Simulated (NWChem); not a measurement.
# One shape, several levels: CH5Sb (SMILES [CH3][SbH2])

We compute a comparison of 4 runs (SVWN5/def2-SVP, SVWN5/def2-SVPD, SVWN5/def2-TZVP, SVWN5/def2-TZVPD) of CH5Sb. 

The calculation is run with NWChem 7.3.0.

### 1 The system as given

CH5Sb: 7 atoms, total charge 0, spin state singlet. As SMILES, `[CH3][SbH2]`. Geometry: relaxed at PBE0-D4/def2-TZVP.

Bond lengths: C1–Sb2 2.162 Å, C1–H3 1.090 Å, C1–H4 1.090 Å, C1–H5 1.088 Å, Sb2–H6 1.711 Å, Sb2–H7 1.711 Å. Angles: C1–Sb2–H6 94.2°, C1–Sb2–H7 94.2°, Sb2–C1–H3 108.7°, Sb2–C1–H4 108.7°, Sb2–C1–H5 111.0°, H6–Sb2–H7 91.2°, H3–C1–H4 108.9°, H3–C1–H5 109.8°, H4–C1–H5 109.7°.

### 2 The charge distribution at SVWN5/def2-SVP (core potential) (run 1)

Contents of ch5sb.nw:

```
echo
START ch5sb
memory 2200 mb
GEOMETRY units angstroms noautosym nocenter noautoz
  C     -0.610500    -0.478700    -0.404800
  Sb     0.668300     0.179800     1.208900
  H     -0.439300    -1.541500    -0.574800
  H     -1.649200    -0.331800    -0.109300
  H     -0.405800     0.077200    -1.317100
  H      0.411600     1.843100     0.900200
  H      2.086100     0.183800     0.251100
END
BASIS spherical bse
  C library def2-SVP
  Sb library def2-SVP
  H library def2-SVP
END
ECP bse
  Sb library def2-SVP
END
DFT
  xc slater vwn_5
  grid fine
  convergence energy 1e-08
  maxiter 100
  mulliken
  noprint "final vectors analysis"
END
PROPERTY
  dipole
  quadrupole
  mulliken
END
TASK dft property
```

Run with:

```sh
$ nwchem ch5sb.nw > ch5sb.out
```

The log of the run:

```text
[...]
          Wavefunction type:  closed shell.
          No. of atoms     :     7
          No. of electrons :    34
[...]
          Charge           :     0
          Spin multiplicity:     1
[...]
          AO basis - number of functions:    65
[...]
              XC Information
              --------------
                        Slater Exchange Functional  1.000 local
                      VWN V Correlation Functional  1.000 local
[...]
 d= 0,ls=0.0,diis     1   -280.5077317399 -3.55D+02  1.27D-02  2.16D-01     1.1
[...]
 d= 0,ls=0.0,diis     8   -280.5306039381  4.90D-09  5.50D-06  8.27D-08     5.6
         Total DFT energy =     -280.530603938122
      One electron energy =     -622.213733220248
           Coulomb energy =      293.028704831340
    Exchange-Corr. energy =      -25.804205398073
 Nuclear repulsion energy =       74.458629848860
[...]
      Total Density - Mulliken Population Analysis
     ---------------------------------------------
    Atom       Charge   Shell Charges
 -----------   ------   -------------------------------------------------------
    1 C    6     6.36   1.98  0.89  0.30  2.12  1.05  0.02
    2 Sb  23    22.87  -0.07  2.11  1.35  0.43  3.07  2.95  1.80  1.13  9.72  0.40
    3 H    1     0.90   0.70  0.18  0.02
    4 H    1     0.90   0.70  0.18  0.02
    5 H    1     0.90   0.70  0.18  0.02
    6 H    1     1.03   0.65  0.37  0.01
    7 H    1     1.03   0.65  0.37  0.01
[...]
   Dipole moment        0.7975539499 Debye(s)
             DMX       -0.4852463038 DMXEFC        0.0000000000
             DMY       -0.2646405934 DMYEFC        0.0000000000
             DMZ       -0.5749727680 DMZEFC        0.0000000000
   -EFC- dipole         0.0000000000 DEBYE(S)
   Total dipole         0.7975539499 DEBYE(S)
[...]
```

Run time: 6.6 s. Hardware: 1 thread of AMD EPYC 7R43 (Zen 3), shared host; peak memory 0.11 GiB.

Atomic charges (e):

```csv
atom,Löwdin
C1,-0.270
Sb2,+0.250
H3,+0.050
H4,+0.050
H5,+0.050
H6,-0.060
H7,-0.060
```

### 3 The charge distribution at SVWN5/def2-SVPD (core potential) (run 2)

Contents of ch5sb.xyz:

```xyz
7

C     -0.610500    -0.478700    -0.404800
Sb     0.668300     0.179800     1.208900
H     -0.439300    -1.541500    -0.574800
H     -1.649200    -0.331800    -0.109300
H     -0.405800     0.077200    -1.317100
H      0.411600     1.843100     0.900200
H      2.086100     0.183800     0.251100
```

Contents of ch5sb.nw:

```
start ch5sb
memory 2200 mb
geometry noautosym nocenter noautoz
 load ch5sb.xyz
end
basis spherical bse
 * library def2-SVPD
end
ecp bse
 Sb library def2-SVPD
end
dft
 xc slater vwn_5
 grid fine
 convergence energy 1e-08
 iterations 100
 mulliken
 noprint "final vectors analysis"
end
property
 dipole
 quadrupole
 mulliken
end
task dft property
```

Run with:

```sh
$ nwchem ch5sb.nw > ch5sb.out
```

The log of the run:

```text
[...]
          Wavefunction type:  closed shell.
          No. of atoms     :     7
          No. of electrons :    34
[...]
          Charge           :     0
          Spin multiplicity:     1
[...]
          AO basis - number of functions:    92
[...]
              XC Information
              --------------
                        Slater Exchange Functional  1.000 local
                      VWN V Correlation Functional  1.000 local
[...]
 d= 0,ls=0.0,diis     1   -280.5108037553 -3.55D+02  1.25D-02  2.35D-01     1.8
[...]
 d= 0,ls=0.0,diis    10   -280.5347964559 -4.51D-10  1.94D-07  4.21D-10    12.0
         Total DFT energy =     -280.534796455859
      One electron energy =     -622.112012528956
           Coulomb energy =      292.911289300886
    Exchange-Corr. energy =      -25.792703076649
 Nuclear repulsion energy =       74.458629848860
[...]
      Total Density - Mulliken Population Analysis
     ---------------------------------------------
    Atom       Charge   Shell Charges
 -----------   ------   -------------------------------------------------------
    1 C    6     6.04   1.98  0.91 -0.03  0.09  2.14  0.95  0.02 -0.00
    2 Sb  23    22.93  -0.07  2.11  1.38  0.27  0.05  3.07  2.94  1.84  1.17  9.71  0.42  0.04
    3 H    1     1.04   0.71  0.22  0.02  0.08
    4 H    1     1.04   0.71  0.22  0.02  0.08
    5 H    1     1.04   0.71  0.20  0.02  0.10
    6 H    1     0.96   0.66  0.26  0.01  0.03
    7 H    1     0.96   0.66  0.26  0.01  0.03
[...]
   Dipole moment        0.7341048725 Debye(s)
             DMX       -0.4899362506 DMXEFC        0.0000000000
             DMY       -0.3213456129 DMYEFC        0.0000000000
             DMZ       -0.4422775500 DMZEFC        0.0000000000
   -EFC- dipole         0.0000000000 DEBYE(S)
   Total dipole         0.7341048725 DEBYE(S)
[...]
```

Run time: 13 s. Hardware: 1 thread of AMD EPYC 7R43 (Zen 3), shared host; peak memory 0.11 GiB.

Atomic charges (e):

```csv
atom,Löwdin
C1,-0.160
Sb2,+0.820
H3,-0.090
H4,-0.090
H5,-0.080
H6,-0.200
H7,-0.200
```

Run 3 isn't shown in full; the table further down has it.

### 4 Energy and one-electron properties at SVWN5/def2-TZVPD (core potential) (run 4)

Contents of nw.nw:

```
start nw
title "CH5Sb"
memory 2200 mb
charge 0

geometry units angstrom noautosym nocenter noautoz
   C     -0.610500    -0.478700    -0.404800
   Sb     0.668300     0.179800     1.208900
   H     -0.439300    -1.541500    -0.574800
   H     -1.649200    -0.331800    -0.109300
   H     -0.405800     0.077200    -1.317100
   H      0.411600     1.843100     0.900200
   H      2.086100     0.183800     0.251100
end

basis spherical bse
   * library def2-TZVPD
end

ecp bse
   Sb library def2-TZVPD
end

dft
   xc slater vwn_5
   grid fine
   convergence energy 1e-08
   maxiter 100
   mulliken
   noprint "final vectors analysis"
end

property
   dipole
   quadrupole
   mulliken
end

task dft property
```

Run with:

```sh
$ nwchem nw.nw > nw.out
```

The log of the run:

```text
[...]
          Wavefunction type:  closed shell.
          No. of atoms     :     7
          No. of electrons :    34
[...]
          Charge           :     0
          Spin multiplicity:     1
[...]
          AO basis - number of functions:   138
[...]
              XC Information
              --------------
                        Slater Exchange Functional  1.000 local
                      VWN V Correlation Functional  1.000 local
[...]
 d= 0,ls=0.0,diis     1   -280.5619641329 -3.55D+02  9.56D-03  4.46D-01     5.0
[...]
 d= 0,ls=0.0,diis    10   -280.5907798465 -7.56D-10  2.29D-07  1.64D-09    37.2
         Total DFT energy =     -280.590779846458
      One electron energy =     -622.196212581408
           Coulomb energy =      292.933020225922
    Exchange-Corr. energy =      -25.786217339832
 Nuclear repulsion energy =       74.458629848860
[...]
      Total Density - Mulliken Population Analysis
     ---------------------------------------------
    Atom       Charge   Shell Charges
 -----------   ------   -------------------------------------------------------
    1 C    6     7.33   0.84  1.13  0.51  0.66  0.23  0.00  1.35  1.29  1.22  0.01  0.01  0.07  0.00
    2 Sb  23    22.76   0.16 -0.68  1.62  0.90  1.17  0.61  0.01 -0.47  6.42  1.10  1.34  0.42  8.89  1.11  0.12  0.00  0.00  0.02
    3 H    1     0.63   0.26  0.47 -0.15  0.02  0.03
    4 H    1     0.63   0.26  0.47 -0.15  0.02  0.03
    5 H    1     0.63   0.26  0.47 -0.15  0.02  0.02
    6 H    1     1.02   0.22  0.52  0.25  0.01  0.02
    7 H    1     1.02   0.22  0.52  0.25  0.01  0.02
[...]
   Dipole moment        0.7378109922 Debye(s)
             DMX       -0.5055248752 DMXEFC        0.0000000000
             DMY       -0.3509534636 DMYEFC        0.0000000000
             DMZ       -0.4069905738 DMZEFC        0.0000000000
   -EFC- dipole         0.0000000000 DEBYE(S)
   Total dipole         0.7378109922 DEBYE(S)
[...]
```

Wall time 38 s (1 thread of AMD EPYC 7R43 (Zen 3), shared host); peak memory 0.12 GiB.

Atomic charges (e):

```csv
atom,Löwdin
C1,-0.490
Sb2,+0.820
H3,+0.000
H4,+0.000
H5,+0.000
H6,-0.160
H7,-0.160
```

### 5 All runs side by side

```csv
run,level,core potential,energy (Eh),dipole moment (D),wall time
1,SVWN5/def2-SVP (core potential),def2-SVP,-280.530604,0.80,6.6 s
2,SVWN5/def2-SVPD (core potential),def2-SVPD,-280.534796,0.73,13 s
3,SVWN5/def2-TZVP (core potential),def2-TZVP,-280.590409,0.75,23 s
4,SVWN5/def2-TZVPD (core potential),def2-TZVPD,-280.590780,0.74,38 s
```

Convergence of the dipole moment of singlet CH5Sb with the basis set, against the last point:

```csv
basis set,from the last (D),wall time
def2-SVP,+0.0597,6.6 s
def2-SVPD,-0.0037,13 s
def2-TZVP,+0.0088,23 s
def2-TZVPD,+0.0000,38 s
```

Convergence of the total energy of singlet CH5Sb with the basis set, against the last point:

```csv
basis set,from the last (mEh),wall time
def2-SVP,+60.176,6.6 s
def2-SVPD,+55.983,13 s
def2-TZVP,+0.371,23 s
def2-TZVPD,+0.000,38 s
```

### 6 What came out

| quantity | value |
| --- | --- |
| run 4: total energy | -280.59078 Eh |
| run 4: dipole moment | 0.74 D |

What this shows: For the dipole moment of singlet CH5Sb to stay within 0.02 D of the last point, def2-SVPD is the first point of the series from which all later ones do (13 s against 38 s). The dipole moment (its size) runs from 0.73 D (SVWN5/def2-SVPD) to 0.80 D (SVWN5/def2-SVP). All runs together took 80 s, the longest 38 s.
